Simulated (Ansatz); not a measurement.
I need a comparison of functionals at one structure of YAl3, space group Pm-3m. Use Ansatz 0.2.0, Python API. Level of theory (first run): LDA, norm-conserving potentials, the default cutoff (980 eV here), 4×4×4 k-points, Fermi-Dirac smearing of 0.2 eV. The script varies functional: lda, blyp, pbesol.

```cif
data_structure
_symmetry_space_group_name_H-M 'P 1'
_symmetry_Int_Tables_number 1
_cell_length_a 4.2400
_cell_length_b 4.2400
_cell_length_c 4.2400
_cell_angle_alpha 90.000
_cell_angle_beta 90.000
_cell_angle_gamma 90.000
_cell_volume 76.23
loop_
_atom_site_label
_atom_site_type_symbol
_atom_site_fract_x
_atom_site_fract_y
_atom_site_fract_z
_atom_site_occupancy
Y1 Y 0.00000 0.00000 0.00000 1
Al1 Al 0.00000 0.50000 0.50000 1
Al2 Al 0.50000 0.50000 0.00000 1
Al3 Al 0.50000 0.00000 0.50000 1
```

`xc.py`
```python
"""Functional comparison for YAl3 (totals differ with the potentials too)."""

import ansatz
import numpy as np
import pandas as pd

vectors = np.array([
    [4.24003, 0.0, 0.0],
    [0.0, 4.24003, 0.0],
    [0.0, 0.0, 4.24003],
])
cell = (
    ansatz.Lattice.of(vectors)
    .atom("Y", (0.0, 0.0, 0.0))
    .atom("Al", (0.0, 0.5, 0.5))
    .atom("Al", (0.5, 0.5, 0.0))
    .atom("Al", (0.5, 0.0, 0.5))
)

setup = (
    cell.calculation()
    .occupations("Fermi-Dirac", width=200 * ansatz.meV)
    .eigensolver("auto", full_accuracy=True)
    .kpoints(4, 4, 4, shift=0.5)
    .pseudopotentials("nc")
    .scf(tolerance=1e-08)
    .forces()
    .stress()
)

rows = []
for value in ["lda", "blyp", "pbesol"]:
    summary = setup.functional(value).run(threads=1, backend="cpu").report
    rows.append((value, summary["free_energy_ev"] / len(summary["lattice"]["sites"]), summary["n_iterations"], sum(summary["stress_gpa"][i][i] for i in range(3)) / 3, max(abs(f) for row in summary["forces_ev_ang"] for f in row), summary["n_kpoints"]))

table = pd.DataFrame(rows, columns=["functional", "F/atom (eV)", "iterations", "P (GPa)", "max component (eV/A)", "k-points"])
print(table.round(5).to_string(index=False))
```

Running `python xc.py` prints:
```text
DeckWarning: basis.ecutwfc = 979.609905 eV, auto-derived from the records' recommended cutoffs: set by Y (normal level)
DeckWarning: output.stress: scf.convergence.dr2_threshold = 1e-8 eV is looser than the 4e-10 eV advised for a printed stress (1e-10 eV for each atom of the cell: 4). What an SCF threshold leaves in a stress goes as its square root, and in the free energy as [...]
functional  F/atom (eV)  iterations  P (GPa)  max component (eV/A)  k-points
       lda   -326.66851           6 -2.97642                   0.0         4
      blyp   -401.98215           7  4.55617                   0.0         4
    pbesol   -325.25438           6 -0.88795                   0.0         4
```
(Warnings from the package without file and line, shortened, repeats left out.)

From lowest to highest: LDA (-3.0 GPa), PBEsol (-0.9 GPa) and BLYP (4.6 GPa). At a fixed cell a lower pressure usually means a smaller equilibrium volume, so LDA prefers the smallest cell and BLYP the largest.

What to keep in mind:
- Such functionals run on norm-conserving files made under PBE, which can move pressures by some GPa.
- BLYP can be off by several per cent in the lattices of metals, and by several GPa in the pressure at a fixed cell.
- The mesh is modest for a metal, so energies can be off by several to tens of meV an atom and pressures by half a GPa or more; differences at equal mesh fare better.
- A Fermi-Dirac width this large means warm electrons, whose thermal share enters the free energy.
- Forces vanish by symmetry here and test nothing.
- Pressure is positive in compression.
- The structure comes from a database of computed cells and needn't be a stable or known phase.
- Total energies of different functionals can't be compared; pressures, moments and gaps at this one structure can.
- Run time: 5.6 s on 1 thread of Intel(R) Xeon(R) Processor @ 2.30GHz, with other jobs on the host, peak memory 0.57 GiB.
